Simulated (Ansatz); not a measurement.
# BFH2Se: the cost of one run

All numbers below are computed with Ansatz 0.2.0 (RKS PBE-D4/def2-SVP).

### Step 1. The system as given

Bond lengths: F1–B2 1.462 Å, B2–Se3 1.992 Å, B2–H4 1.139 Å, Se3–H5 1.509 Å. Angles: F1–B2–Se3 119.4°, F1–B2–H4 123.8°, Se3–B2–H4 116.6°, B2–Se3–H5 91.9°.

Structure file:

```xyz
5

F    -0.5697   -1.2363    1.1800
B    -0.2761   -0.5722   -0.0894
Se    1.2971    0.6429   -0.2179
H    -0.8603   -0.7548   -1.0503
H     0.4589    1.8468    0.1362
```

### Step 2. End point A

Input file input.yaml:

```yaml
crystal:
  periodic: [false, false, false]
  atoms:
    - { symbol: F, position_ang: [-0.5697, -1.2363, 1.18] }
    - { symbol: B, position_ang: [-0.2761, -0.5722, -0.0894] }
    - { symbol: Se, position_ang: [1.2971, 0.6429, -0.2179] }
    - { symbol: H, position_ang: [-0.8603, -0.7548, -1.0503] }
    - { symbol: H, position_ang: [0.4589, 1.8468, 0.1362] }
basis:
  gaussian: { orbitals: def2-SVP }
hamiltonian:
  xc: pbe
  dispersion: d4
relax:
  f_tol: 0.02
  max_steps: 50
```

On the command line:

```bash
ansatz run input.yaml --threads 1 --pin off --max-ram 2048MiB --backend cpu --events-out ev --progress --plain --runs-dir out
```

Q: Estimate wall time and peak memory on 1 thread of Intel Xeon 6975P-C (Granite Rapids), shared host.

About 11 s, with a peak of 0.14 GiB.
